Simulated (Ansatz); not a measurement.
# Alloy of CdTe and CdSe (24 of 32 Te sites exchanged), 64 atoms

How does this alloy cell relax, and what gap do PBEsol and HSE06 give?

All numbers are computed with Ansatz 0.2.0 (PAW, plane waves).

## Step 1: Starting point

64 atoms (32 Cd, 8 Te, 24 Se); a = 12.365 Å, b = 12.365 Å, c = 12.365 Å, α = 90.00°, β = 90.00°, γ = 90.00°. All atoms were shaken off their sites by about 0.02 Å along each axis.

Steps to follow: (2) PBEsol cell relaxation at the single k point (¼, ¼, ¼), on 1 × NVIDIA GB200 with 8 threads of Arm Neoverse-V2; (3) HSE06 single point at the single k point (¼, ¼, ¼), on 1 × NVIDIA GB200 with 8 threads of Arm Neoverse-V2.

## Step 2: PBEsol relaxation of the cell and the positions

The input, in.yaml:

```yaml
crystal:
  lattice:
    - [12.364638, 0.000000, 0.000000]
    - [0.000000, 12.364638, 0.000000]
    - [0.000000, 0.000000, 12.364638]
  atoms:
    - { symbol: Cd, position: [0.000888, 0.998399, 0.997860] }
    - { symbol: Cd, position: [0.000198, 0.997956, 0.500965] }
    - { symbol: Cd, position: [0.000292, 0.501533, 0.999901] }
    - { symbol: Cd, position: [0.000561, 0.497098, 0.502336] }
    - { symbol: Cd, position: [0.498312, 0.998618, 0.000275] }
    - { symbol: Cd, position: [0.502690, 0.001259, 0.502472] }
    - { symbol: Cd, position: [0.497385, 0.499340, 0.000873] }
    - { symbol: Cd, position: [0.499083, 0.499145, 0.502418] }
    - { symbol: Cd, position: [0.252053, 0.250749, 0.998648] }
    - { symbol: Cd, position: [0.249864, 0.251445, 0.501017] }
    - { symbol: Cd, position: [0.253538, 0.748226, 0.997990] }
    - { symbol: Cd, position: [0.247756, 0.748613, 0.500421] }
    - { symbol: Cd, position: [0.750586, 0.251596, 0.000991] }
    - { symbol: Cd, position: [0.746814, 0.248094, 0.498954] }
    - { symbol: Cd, position: [0.751623, 0.749257, 0.001286] }
    - { symbol: Cd, position: [0.748135, 0.748937, 0.501803] }
    - { symbol: Cd, position: [0.249224, 0.998441, 0.252860] }
    - { symbol: Cd, position: [0.247205, 0.001571, 0.749211] }
    - { symbol: Cd, position: [0.247552, 0.500680, 0.248010] }
    - { symbol: Cd, position: [0.251010, 0.501318, 0.746459] }
    - { symbol: Cd, position: [0.751337, 0.000498, 0.249007] }
    - { symbol: Cd, position: [0.750303, 0.002118, 0.752272] }
    - { symbol: Cd, position: [0.746546, 0.498825, 0.249435] }
    - { symbol: Cd, position: [0.748861, 0.501476, 0.748165] }
    - { symbol: Cd, position: [0.000724, 0.248886, 0.249101] }
    - { symbol: Cd, position: [0.998150, 0.247184, 0.747104] }
    - { symbol: Cd, position: [0.001484, 0.753550, 0.250147] }
    - { symbol: Cd, position: [0.996041, 0.750157, 0.751538] }
    - { symbol: Cd, position: [0.499248, 0.252444, 0.246964] }
    - { symbol: Cd, position: [0.498600, 0.249712, 0.749629] }
    - { symbol: Cd, position: [0.503954, 0.752559, 0.252954] }
    - { symbol: Cd, position: [0.501796, 0.749020, 0.750594] }
    - { symbol: Te, position: [0.124010, 0.126577, 0.125906] }
    - { symbol: Te, position: [0.624746, 0.123133, 0.125914] }
    - { symbol: Te, position: [0.620889, 0.126071, 0.622252] }
    - { symbol: Te, position: [0.876836, 0.125122, 0.375268] }
    - { symbol: Te, position: [0.875686, 0.622879, 0.375927] }
    - { symbol: Te, position: [0.122946, 0.375628, 0.377147] }
    - { symbol: Te, position: [0.123542, 0.874734, 0.372498] }
    - { symbol: Te, position: [0.625789, 0.374322, 0.373426] }
    - { symbol: Se, position: [0.125114, 0.122707, 0.624057] }
    - { symbol: Se, position: [0.125746, 0.624926, 0.126270] }
    - { symbol: Se, position: [0.127274, 0.624444, 0.626445] }
    - { symbol: Se, position: [0.626019, 0.627092, 0.127784] }
    - { symbol: Se, position: [0.624139, 0.623773, 0.625685] }
    - { symbol: Se, position: [0.374277, 0.375772, 0.125065] }
    - { symbol: Se, position: [0.375269, 0.374406, 0.623417] }
    - { symbol: Se, position: [0.371572, 0.875757, 0.124832] }
    - { symbol: Se, position: [0.377193, 0.874596, 0.628348] }
    - { symbol: Se, position: [0.872913, 0.375338, 0.123386] }
    - { symbol: Se, position: [0.876885, 0.375058, 0.627092] }
    - { symbol: Se, position: [0.874704, 0.877279, 0.122098] }
    - { symbol: Se, position: [0.872668, 0.875526, 0.624025] }
    - { symbol: Se, position: [0.377049, 0.125090, 0.374250] }
    - { symbol: Se, position: [0.375216, 0.125594, 0.875064] }
    - { symbol: Se, position: [0.373678, 0.623078, 0.373536] }
    - { symbol: Se, position: [0.378155, 0.626599, 0.874638] }
    - { symbol: Se, position: [0.874058, 0.126083, 0.875819] }
    - { symbol: Se, position: [0.878759, 0.625890, 0.875176] }
    - { symbol: Se, position: [0.124177, 0.375566, 0.878187] }
    - { symbol: Se, position: [0.124118, 0.873012, 0.874330] }
    - { symbol: Se, position: [0.624363, 0.376018, 0.878455] }
    - { symbol: Se, position: [0.626430, 0.875270, 0.376354] }
    - { symbol: Se, position: [0.624249, 0.875918, 0.875230] }
  symmetry: { detect: false }
kpoints:
  mp_grid: { grid: [1, 1, 1], shift: [0.25, 0.25, 0.25] }
hamiltonian:
  xc: pbesol
scf:
  occupations: { method: fermi_dirac, width: 0.01 }
relax:
  f_tol: 0.03
  max_steps: 80
  escape_saddle: false
  adjacent_minimum: "off"
  cell: { fix: [shape] }
output:
  forces: true
  eigenvalues: true
  populations: true
```

Command:

```console
> ansatz run in.yaml --threads 8 --pin off --max-ram 118750MiB --runs-dir r --events-out ev --progress --plain --backend cuda --devices 0, --max-vram 170GiB
```

Further steps of the session: HSE06 on the final geometry.

What does the calculation give? Wanted: for each run, top filled to lowest empty.

The runs gave:

```
             level         time  top filled to lowest empty (eV)
PBEsol, relaxation  6.5 s (GPU)                             1.52
             HSE06   66 s (GPU)                             2.44
```

```
     quantity                                                                         value
   relaxation                                              5 recorded steps, 1.68 eV gained
largest shift                                                                 0.20 Å (Cd14)
 relaxed cell  a = 12.365 Å, b = 12.365 Å, c = 12.365 Å, α = 90.00°, β = 90.00°, γ = 90.00°
   mean bonds                                                    Cd–Se 2.644, Cd–Te 2.783 Å
```

The relaxation lowers the energy by 1.68 eV; the largest shift is 0.20 Å (Cd14), while the volume changes by +0.0 %. The mean lengths of the listed bonds run from Cd–Se 2.64 Å to Cd–Te 2.78 Å. At the same k points, PBEsol gives a spacing 0.93 eV smaller than the 2.44 eV of HSE06. Spin–orbit coupling is left out, which matters for the band edges of the heavier elements here. With one k point the spacing samples only the states that fold onto it, so it can exceed the gap over the zone.
